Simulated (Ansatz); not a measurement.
# AlAsH6O3: the cost of one run

Computed with Ansatz 0.2.0, Gaussian basis. Level: PBE0-D4/def2-SVP.

22 further runs of the same task are left out: 22 set aside as unsound or not needed.

### 1 The starting structure

The first end: 11 atoms, charge 0, spin multiplicity 1.

Atoms are counted from 1 here; the program's logs count them from 0.

Bond lengths: Al1–O2 1.690 Å, Al1–O3 1.695 Å, Al1–O4 1.693 Å, O2–H7 0.956 Å, O3–H8 0.955 Å, O4–H9 0.955 Å, H5–As6 1.533 Å, As6–H10 1.518 Å, As6–H11 1.520 Å. Angles: O2–Al1–O3 118.2°, O2–Al1–O4 116.0°, O3–Al1–O4 125.5°, Al1–O2–H7 120.9°, Al1–O3–H8 124.2°, Al1–O4–H9 123.2°, H5–As6–H10 91.0°, H5–As6–H11 90.9°, H10–As6–H11 93.3°.

As a file:

```
Al    0.6364   -1.0638    0.0419
O     1.2266   -1.1241   -1.5402
O     1.6368   -0.4145    1.2463
O    -0.8659   -1.7986    0.3032
H    -0.3418    1.0316   -0.8901
As   -1.2235    1.6395    0.2062
H     2.0930   -0.7830   -1.7546
H     1.3773   -0.3076    2.1586
H    -1.2874   -1.8369    1.1588
H    -2.4305    1.6136   -0.7144
H    -0.8210    3.0437   -0.2158
```

The second end:

```mol
AlAsH6O3
  3D, bonds by distance, orders not assigned

 11 10  0  0  0  0  0  0  0  0999 V2000
    0.0009   -0.3657    0.4872 Al  0  0
    0.7466   -0.3576   -1.3483 O   0  0
    1.6261   -0.2046    1.0464 O   0  0
   -0.7473   -1.8719    0.7683 O   0  0
    0.4865    0.4231   -1.8520 H   0  0
   -1.4221    1.6386    0.4967 As  0  0
    1.6890   -0.2751   -1.1256 H   0  0
    1.9357   -0.5828    1.8665 H   0  0
   -1.6933   -1.9964    0.7537 H   0  0
   -2.1905    1.1648   -0.7356 H   0  0
   -0.4316    2.4276   -0.3572 H   0  0
  1  2  8  0
  1  3  8  0
  1  4  8  0
  1  6  8  0
  2  5  8  0
  2  7  8  0
  3  8  8  0
  4  9  8  0
  6 10  8  0
  6 11  8  0
M  END
```

### 2 The band at PBE0-D4/def2-SVP

neb/in.yaml

```yaml
crystal:
  periodic: [false, false, false]
  atoms:
    - {symbol: Al, position_ang: [0.636410, -1.063804, 0.041873]}
    - {symbol: O, position_ang: [1.226615, -1.124083, -1.540157]}
    - {symbol: O, position_ang: [1.636811, -0.414471, 1.246284]}
    - {symbol: O, position_ang: [-0.865863, -1.798643, 0.303232]}
    - {symbol: H, position_ang: [-0.341821, 1.031632, -0.890057]}
    - {symbol: As, position_ang: [-1.223504, 1.639491, 0.206185]}
    - {symbol: H, position_ang: [2.093014, -0.782971, -1.754584]}
    - {symbol: H, position_ang: [1.377252, -0.307559, 2.158615]}
    - {symbol: H, position_ang: [-1.287406, -1.836917, 1.158805]}
    - {symbol: H, position_ang: [-2.430534, 1.613648, -0.714434]}
    - {symbol: H, position_ang: [-0.820974, 3.043677, -0.215762]}
basis:
  gaussian: {orbitals: def2-SVP}
hamiltonian: {xc: pbe0, dispersion: d4}
neb:
  images: 5
  climbing: true
  max_iterations: 40
  initial_path: idpp
  final_atoms:
    - {symbol: Al, position_ang: [0.000937, -0.365670, 0.487198]}
    - {symbol: O, position_ang: [0.746606, -0.357602, -1.348314]}
    - {symbol: O, position_ang: [1.626093, -0.204648, 1.046375]}
    - {symbol: O, position_ang: [-0.747269, -1.871933, 0.768306]}
    - {symbol: H, position_ang: [0.486464, 0.423099, -1.852006]}
    - {symbol: As, position_ang: [-1.422133, 1.638572, 0.496739]}
    - {symbol: H, position_ang: [1.689012, -0.275075, -1.125637]}
    - {symbol: H, position_ang: [1.935668, -0.582780, 1.866470]}
    - {symbol: H, position_ang: [-1.693327, -1.996387, 0.753702]}
    - {symbol: H, position_ang: [-2.190474, 1.164815, -0.735596]}
    - {symbol: H, position_ang: [-0.431577, 2.427609, -0.357237]}
```

Launch:

```console
$ ansatz run in.yaml --threads 8 --pin off --events-out ev --progress --plain --max-ram 19148MiB
```

**Question.** How long does this run take on 8 threads of Intel Xeon at 2.50GHz, shared host?

About 6.9 min.
